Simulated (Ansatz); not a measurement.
# C₂H₈BNS: small, medium and large basis sets

The task here is to estimate one member of a computed series from the others.

Program: Ansatz 0.2.0, Gaussian basis. Level of theory: one geometry, several basis sets. These are calculated values, not measurements.

Levels to be run: PBE0-D4/def2-SVP; ωB97M-V/def2-SVP; PBE0-D4/def2-QZVPP; ωB97M-V/def2-QZVPP; the functionals' def2-TZVPP values are taken from earlier runs.

## The relaxed structure

An earlier PBE0-D4 in a triple-zeta def2 set relaxation fixed the geometry.

SMILES `CCB(N)S`, 13 atoms, charge 0, spin multiplicity 1.

Atoms are counted from 1 here; the program's logs count them from 0.

Bond lengths: C1–C2 1.524 Å, C1–H6 1.092 Å, C1–H7 1.094 Å, C1–H8 1.094 Å, C2–B3 1.577 Å, C2–H9 1.097 Å, C2–H10 1.097 Å, B3–N4 1.396 Å, B3–S5 1.831 Å, N4–H11 1.005 Å, N4–H12 1.005 Å, S5–H13 1.341 Å. Angles: C2–C1–H6 111.8°, C2–C1–H7 111.5°, C2–C1–H8 111.5°, H6–C1–H7 107.1°, H6–C1–H8 107.1°, H7–C1–H8 107.7°, C1–C2–B3 115.9°, C1–C2–H9 109.8°, C1–C2–H10 109.8°, B3–C2–H9 108.1°, B3–C2–H10 108.0°, H9–C2–H10 104.6°, C2–B3–N4 121.8°, C2–B3–S5 121.0°, N4–B3–S5 117.1°, B3–N4–H11 121.9°, B3–N4–H12 124.2°, H11–N4–H12 113.9° and more.

The first run:

File in.yaml:

```yaml
crystal:
  periodic: [false, false, false]
  atoms:
    - {symbol: C, position_ang: [-1.424051, -0.822631, 0.098811]}
    - {symbol: C, position_ang: [-0.461488, 0.046415, -0.700900]}
    - {symbol: B, position_ang: [0.870879, 0.456723, 0.036937]}
    - {symbol: N, position_ang: [1.148167, 0.042694, 1.341366]}
    - {symbol: S, position_ang: [2.124741, 1.502843, -0.791584]}
    - {symbol: H, position_ang: [-2.321748, -1.066935, -0.473846]}
    - {symbol: H, position_ang: [-0.961272, -1.770361, 0.389652]}
    - {symbol: H, position_ang: [-1.753424, -0.319499, 1.012749]}
    - {symbol: H, position_ang: [-0.969093, 0.964347, -1.022247]}
    - {symbol: H, position_ang: [-0.190202, -0.461870, -1.634526]}
    - {symbol: H, position_ang: [0.509942, -0.532491, 1.862892]}
    - {symbol: H, position_ang: [1.984148, 0.282442, 1.844980]}
    - {symbol: H, position_ang: [1.463799, 1.643624, -1.949481]}
basis:
  gaussian: {orbitals: def2-SVP}
hamiltonian: {xc: pbe0, dispersion: d4}
output: {orbitals: {seedname: orbitals}}
```

Steps of the session up to this table: PBE0-D4 in def2-SVP; ωB97M-V in def2-SVP; PBE0-D4 in def2-QZVPP; ωB97M-V in def2-QZVPP.

One of the session's tables, all rows but one given; the rest of the session is left out.

It belongs to the step «Functionals by basis». 

| functional | basis | HOMO (eV) | LUMO (eV) |
| --- | --- | --- | --- |
| PBE0-D4 | def2-SVP | ? | ? |
| PBE0-D4 | def2-TZVPP | -7.00 | 0.55 |
| PBE0-D4 | def2-QZVPP | -7.03 | 0.26 |
| ωB97M-V | def2-SVP | -8.96 | 2.94 |
| ωB97M-V | def2-TZVPP | -9.20 | 1.99 |
| ωB97M-V | def2-QZVPP | -9.24 | 1.49 |

Q: Estimate the row for PBE0-D4, def2-SVP from the others.

The run gave: HOMO (eV): -6.78; LUMO (eV): 1.16. In the column «HOMO (eV)» it is the highest.
